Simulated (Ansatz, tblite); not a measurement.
# TcO3F: a ladder of methods and basis sets

One table from this session's results is given with a row withheld; the runs are named, their logs left out.

Method: as each input shows; program: Ansatz 0.2.0, Gaussian basis.

Levels to be run: GFN1-xTB, GFN2-xTB, PBE-D4/def2-TZVP, r2SCAN-D4/def2-TZVP, ωB97M-V/def2-TZVP, B97M-V/def2-TZVP, BHLYP-D4/def2-TZVP, HSE06-D4/def2-TZVP, CAM-B3LYP-D4/def2-TZVP, B2PLYP/def2-TZVP, ωB97X-V/def2-TZVP, PBE-D4/def2-SVP, PBE0-D4/def2-SVP, CCSD(T)/def2-TZVPP, MP2/def2-TZVP, RPA/def2-TZVP.

### The geometry

The geometry is that of the singlet, from an earlier relaxation (r2SCAN-D4/def2-SVP).

5 atoms, charge 0, spin multiplicity 1.

Bond lengths: Tc1–O2 1.673 Å, Tc1–O3 1.673 Å, Tc1–O4 1.673 Å, Tc1–F5 1.828 Å. Angles: O2–Tc1–O3 109.1°, O2–Tc1–O4 109.1°, O2–Tc1–F5 109.8°, O3–Tc1–O4 109.1°, O3–Tc1–F5 109.8°, O4–Tc1–F5 109.8°.

Geometry (Å):

```mol
FO3Tc
  3D, bonds by distance, orders not assigned

  5  4  0  0  0  0  0  0  0  0999 V2000
    0.0119    0.0206    0.0086 Tc  0  0
    0.0280    0.0122    1.6811 O   0  0
    1.5869    0.0389   -0.5542 O   0  0
   -0.7761    1.3961   -0.5247 O   0  0
   -0.8507   -1.4678   -0.6108 F   0  0
  1  2  8  0
  1  3  8  0
  1  4  8  0
  1  5  8  0
M  END
```

Formally the metal is d0. Tc takes a core potential in the def2 sets. No spin-orbit coupling is included.

PBE0-D4/def2-TZVP was run before; its log isn't repeated, and its numbers join the tables.

The first run:

Tight binding, by tblite at 300 K electronic temperature and without a spin-polarisation term:

```python
tblite.interface.Calculator('GFN1-xTB', numbers, positions, charge=0, uhf=0).singlepoint()
```

Tight binding, by tblite at 300 K electronic temperature and without a spin-polarisation term:

```python
tblite.interface.Calculator('GFN2-xTB', numbers, positions, charge=0, uhf=0).singlepoint()
```

start.molden holds the orbitals of an earlier run on this state, given as this run's starting guess.

in.yaml

```yaml
crystal:
  periodic: [false, false, false]
  atoms:
    - {symbol: Tc, position_ang: [0.011923, 0.020568, 0.008583]}
    - {symbol: O, position_ang: [0.027974, 0.012214, 1.681081]}
    - {symbol: O, position_ang: [1.586898, 0.038891, -0.554167]}
    - {symbol: O, position_ang: [-0.776119, 1.396134, -0.524691]}
    - {symbol: F, position_ang: [-0.850676, -1.467808, -0.610806]}
basis:
  gaussian: {orbitals: def2-TZVP, initial_orbitals: start.molden}
hamiltonian: {xc: pbe, dispersion: d4}
scf: {omitted_lower_state_checks: [starts]}
output: {orbitals: {seedname: orbitals}}
```

Command:

```
$ ansatz run in.yaml --threads 4 --pin off --events-out ev --progress --plain --max-ram 3916MiB
```

Among the steps run: PBE-D4/def2-TZVP; r2SCAN-D4/def2-TZVP; ωB97M-V/def2-TZVP; B97M-V/def2-TZVP; BHLYP-D4/def2-TZVP; HSE06-D4/def2-TZVP; CAM-B3LYP-D4/def2-TZVP; B2PLYP/def2-TZVP; ωB97X-V/def2-TZVP; PBE-D4/def2-SVP; PBE0-D4/def2-SVP; CCSD(T)/def2-TZVPP; MP2/def2-TZVP; RPA/def2-TZVP.

One of the session's tables, all rows but one given; the rest of the session is left out.

It belongs to the step «Binding energy». 

| level | binding an atom (eV) |
| --- | --- |
| HF/def2-TZVP | 0.976 |
| HF/def2-TZVPP | ? |
| PBE-D4/def2-SVP | 5.121 |
| PBE-D4/def2-TZVP | 5.035 |
| r2SCAN-D4/def2-TZVP | 4.628 |
| B97M-V/def2-TZVP | 4.452 |
| PBE0-D4/def2-SVP | 4.307 |
| PBE0-D4/def2-TZVP | 4.283 |
| HSE06-D4/def2-TZVP | 4.295 |
| BHLYP-D4/def2-TZVP | 3.437 |
| CAM-B3LYP-D4/def2-TZVP | 4.269 |
| ωB97X-V/def2-TZVP | 4.310 |
| ωB97M-V/def2-TZVP | 4.147 |
| B2PLYP/def2-TZVP | 4.552 |
| RPA/def2-TZVP | 4.102 |
| MP2/def2-TZVP | 5.060 |
| CCSD/def2-TZVPP | 3.726 |
| CCSD(T)/def2-TZVPP | 4.210 |

Q: Estimate the row for HF/def2-TZVPP from the others.

The run gave: binding an atom (eV): 1.060. In the column «binding an atom (eV)» it lies between HF/def2-TZVP (0.976) and BHLYP-D4/def2-TZVP (3.437).

Caveats from the session: Free atoms were run apart at each level; binding is atoms less cluster, divided by the number of atoms, without zero-point or spin-orbit terms.
